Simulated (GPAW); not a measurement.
# Ba2Tl5V3O12 (R-3m) in GPAW: further runs, part 3 of 3

GPAW 26.7.0.

## (5) Band structure, PBEsol, collinear spin, ferromagnetic start

The input, run.py:

```python
from ase import Atoms
from ase.dft.bandgap import bandgap
from ase.io import write
from ase.units import GPa
from ase.parallel import parprint
from gpaw import GPAW, PW, setup_paths

setup_paths.insert(0, '.')

atoms = Atoms(['Ba', 'Ba', 'V', 'V', 'V', 'Tl', 'Tl', 'Tl', 'Tl', 'Tl', 'O', 'O', 'O', 'O', 'O', 'O', 'O', 'O', 'O', 'O', 'O', 'O'],
              cell=[[4.2369789974, 2.4462209647, 6.1284],
                    [-4.2369789974, 2.4462209647, 6.1284],
                    [0.0, -4.8924419294, 6.1284]],
              scaled_positions=[[0.5, 0.5, 0.5],
                                [0.0, 0.0, 0.0],
                                [0.5, 0.5, 0.0],
                                [0.0, 0.5, 0.5],
                                [0.5, 0.0, 0.5],
                                [0.0, 0.0, 0.5],
                                [0.5, 0.0, 0.0],
                                [0.0, 0.5, 0.0],
                                [0.74045, 0.74045, 0.74045],
                                [0.25955, 0.25955, 0.25955],
                                [0.71652, 0.08089, 0.41242],
                                [0.41242, 0.71652, 0.08089],
                                [0.08089, 0.41242, 0.71652],
                                [0.58758, 0.91911, 0.28348],
                                [0.91911, 0.28348, 0.58758],
                                [0.28348, 0.58758, 0.91911],
                                [0.28348, 0.91911, 0.58758],
                                [0.58758, 0.28348, 0.91911],
                                [0.91911, 0.58758, 0.28348],
                                [0.41242, 0.08089, 0.71652],
                                [0.08089, 0.71652, 0.41242],
                                [0.71652, 0.41242, 0.08089]],
              pbc=True)
atoms.set_initial_magnetic_moments([0.0, 0.0, 2.0, 2.0, 2.0, 0.0, 0.0, 0.0, 0.0, 0.0, 0.0, 0.0, 0.0, 0.0, 0.0, 0.0, 0.0, 0.0, 0.0, 0.0, 0.0, 0.0])

calc = GPAW(mode=PW(800),
            xc='PBEsol',
            kpts={'size': (3, 3, 3), 'gamma': True},
            occupations={'name': 'fermi-dirac', 'width': 0.05},
            nbands=153,
            convergence={'density': 1e-05, 'energy': 1e-05},
            maxiter=150,
            txt='gpaw.txt')
atoms.calc = calc
energy = atoms.get_potential_energy()
forces = atoms.get_forces()
stress = atoms.get_stress()
calc.write('gs.gpw')
write('result.traj', atoms)
parprint(f'Energy: {energy:.6f} eV')
parprint('Forces (eV/A):')
parprint(forces.round(4))
parprint('Stress (GPa):', (stress / GPa).round(3))
parprint('Moments:', calc.get_magnetic_moments().round(3))
parprint('Fermi level:', round(calc.get_fermi_level(), 4), 'eV')
parprint(f'Gap: {bandgap(calc)[0]:.4f} eV, direct: {bandgap(calc, direct=True)[0]:.4f} eV')

path = atoms.cell.bandpath('GLB1,BZGX,QFP1Z,LP', npoints=100, eps=1e-4)
bs_calc = calc.fixed_density(kpts=path, symmetry='off', nbands=225,
                             convergence={'bands': 'CBM+6.0', 'eigenstates': 1e-6}, txt='bands.txt')
bs = bs_calc.band_structure()
bs.write('bs.json')
parprint(f'Gap on the path: {bandgap(bs_calc)[0]:.4f} eV')
```

Run with:

```
> gpaw-setup -f PBEsol Ba O Tl V
> OMP_NUM_THREADS=1 mpirun -n 8 gpaw python run.py
```

It took 41 min on 8 MPI ranks of Intel Xeon Platinum 8488C (Sapphire Rapids), shared host; peak memory 2.9 GiB.

Results (log left out):

```
Free energy             : -139.5839 eV
Pressure                : -4.0 GPa
Largest force           : 0.140 eV/Å
Band gap along the path : none (metal or under the smearing width)
Net moment              : 1.05 μB per cell
Site moments            : Ba +0.00, -0.00; V +0.30; Tl +0.00, +0.02; O -0.01 μB
```

Forces on the atoms (eV/Å):
```
Ba   0.000  0.000  0.000
Ba   0.000  0.000  0.000
V    0.000  0.000  0.000
V    0.000  0.000  0.000
V    0.000  0.000  0.000
Tl   0.000  0.000  0.000
Tl   0.000  0.000  0.000
Tl   0.000  0.000  0.000
Tl   0.000  0.000  0.102
Tl   0.000  0.000 -0.102
O    0.110 -0.077  0.040
O    0.011  0.134  0.040
O   -0.122 -0.057  0.040
O   -0.122  0.057 -0.040
O    0.110  0.077 -0.040
O    0.011 -0.134 -0.040
O   -0.110  0.077 -0.040
O   -0.011 -0.134 -0.040
O    0.122  0.057 -0.040
O    0.122 -0.057  0.040
O   -0.110 -0.077  0.040
O   -0.011  0.134  0.040
```

Stress tensor (GPa, compression positive):
```
-3.86  0.00  0.00
 0.00 -3.86  0.00
 0.00  0.00 -4.34
```

Levels at the corners of the path, in eV from the Fermi level:
Spin up:
| point | band 95 | band 96 | band 97 | band 98 | band 99 | band 100 | band 101 | band 102 |
| --- | --- | --- | --- | --- | --- | --- | --- | --- |
| Γ | -0.92 | -0.53 | -0.53 | -0.35 | -0.10 | -0.03 | -0.03 | 0.99 |
| L | -0.69 | -0.68 | -0.62 | -0.20 | -0.02 | 0.26 | 0.48 | 1.28 |
| B1 | -0.78 | -0.78 | -0.70 | -0.16 | 0.29 | 0.73 | 0.79 | 1.34 |
| B | -0.78 | -0.78 | -0.70 | -0.16 | 0.29 | 0.73 | 0.79 | 1.34 |
| Z | -0.88 | -0.68 | -0.20 | -0.10 | -0.10 | 0.79 | 0.79 | 1.14 |
| Γ | -0.92 | -0.53 | -0.53 | -0.35 | -0.10 | -0.03 | -0.03 | 0.99 |
| X | -0.79 | -0.77 | -0.61 | -0.22 | 0.15 | 0.79 | 0.91 | 1.38 |
| Q | -0.79 | -0.77 | -0.61 | -0.22 | 0.15 | 0.79 | 0.91 | 1.38 |
| F | -0.73 | -0.73 | -0.57 | -0.09 | 0.19 | 0.99 | 1.01 | 1.08 |
| P1 | -0.82 | -0.74 | -0.68 | -0.11 | 0.40 | 0.53 | 0.77 | 1.31 |
| Z | -0.88 | -0.68 | -0.20 | -0.10 | -0.10 | 0.79 | 0.79 | 1.14 |
| L | -0.69 | -0.68 | -0.62 | -0.20 | -0.02 | 0.26 | 0.48 | 1.28 |
| P | -0.82 | -0.74 | -0.68 | -0.11 | 0.40 | 0.53 | 0.77 | 1.31 |
Spin down:
| point | band 94 | band 95 | band 96 | band 97 | band 98 | band 99 | band 100 | band 101 |
| --- | --- | --- | --- | --- | --- | --- | --- | --- |
| Γ | -1.28 | -0.94 | -0.48 | -0.48 | -0.37 | -0.05 | 0.49 | 0.49 |
| L | -0.91 | -0.70 | -0.63 | -0.61 | 0.06 | 0.27 | 0.28 | 0.61 |
| B1 | -0.84 | -0.76 | -0.70 | -0.63 | 0.25 | 0.32 | 0.85 | 1.07 |
| B | -0.84 | -0.76 | -0.70 | -0.63 | 0.25 | 0.32 | 0.85 | 1.07 |
| Z | -1.03 | -0.91 | -0.69 | -0.17 | 0.40 | 0.40 | 0.79 | 0.79 |
| Γ | -1.28 | -0.94 | -0.48 | -0.48 | -0.37 | -0.05 | 0.49 | 0.49 |
| X | -0.78 | -0.78 | -0.68 | -0.58 | 0.09 | 0.32 | 0.93 | 1.06 |
| Q | -0.78 | -0.78 | -0.68 | -0.58 | 0.09 | 0.32 | 0.93 | 1.06 |
| F | -0.84 | -0.74 | -0.60 | -0.53 | 0.14 | 0.50 | 1.09 | 1.16 |
| P1 | -0.90 | -0.75 | -0.75 | -0.57 | 0.29 | 0.51 | 0.62 | 1.02 |
| Z | -1.03 | -0.91 | -0.69 | -0.17 | 0.40 | 0.40 | 0.79 | 0.79 |
| L | -0.91 | -0.70 | -0.63 | -0.61 | 0.06 | 0.27 | 0.28 | 0.61 |
| P | -0.90 | -0.75 | -0.75 | -0.57 | 0.29 | 0.51 | 0.62 | 1.02 |

Caveat: spin-orbit coupling is left out, which moves the levels of the heavy elements; semilocal functionals often make such compounds metallic where correlation or magnetic order opens a gap, which also shifts bond lengths.

## (6) Overview

```tsv
level	potentials or basis	eigensolver	pressure (GPa)	moment (μB)	largest force (eV/Å)
LDA	the program's PAW data sets (release 1.2.1) made for this functional, pw	-	-8.0	0.56	0.49
BLYP	PAW data sets generated in the run's folder for this functional, pw	davidson	3.3	1.14	0.15
AM05	PAW data sets generated in the run's folder for this functional, pw	-	-3.1	0.95	0.15
PBEsol	PAW data sets generated in the run's folder for this functional, pw	-	-4.0	1.05	0.14
```

Alike in all rows: task band structure; spin collinear, ferromagnetic start; cell as given; k mesh 3 × 3 × 3; cutoff (eV) 800; smearing fermi-dirac 0.05 eV.

Caveats: spin-orbit coupling is left out, which moves the levels of the heavy elements; semilocal functionals often make such compounds metallic where correlation or magnetic order opens a gap, which also shifts bond lengths.

Absolute energies hang on the potentials; compare differences alone.
